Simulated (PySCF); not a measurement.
# AsF3GaH3 (Ga(AsH3)F3): the cost of one run

Programs: PySCF 2.14.0, with density-fitted response routines of our own. Each step states its level of theory. These are calculated values for one molecule in the gas phase, unless marked as measured. Atoms are numbered from 0 throughout.

## Step 1: The molecule as given

8 atoms, charge 0, multiplicity 1; geometry from: GFN2-xTB. The atoms were then displaced at random by about 0.03 Å, so the start is not that level's minimum.

Bonds of the start (Å): Ga0–As1 2.60, Ga0–F5 1.68, Ga0–F6 1.82, Ga0–F7 1.68, As1–H2 1.46, As1–H3 1.52, As1–H4 1.47.

## Step 2: Relaxing the molecule at PBE0-D3(BJ)/def2-SVP

The job: settings as JSON, then the geometry in Å.

```
{"job": {"xc": "PBE0", "basis": "def2-SVP", "d3": "d3bj", "grid": 1, "maxiter": 40, "shake": 0.03, "kind": "geom"}, "charge": 0, "multiplicity": 1}
Ga     0.057550    -0.065320    -1.484810
As    -0.010690    -0.020040     1.111460
H      0.679630     1.004000     1.893550
H      0.620470    -1.160000     1.887830
H     -1.256940     0.092570     1.876110
F      1.701480     0.004770    -1.799360
F     -0.815060     1.506920    -1.774540
F     -0.838210    -1.448560    -1.793940
```

Run with:

```console
> OMP_NUM_THREADS=1 python probes_run.py task.json out
```

This one command runs all jobs of the session in turn.

Q: Estimate the wall time and peak memory of this first job on 1 thread of Arm Neoverse V2, shared host.

About 39 s, with a peak of 0.49 GiB.
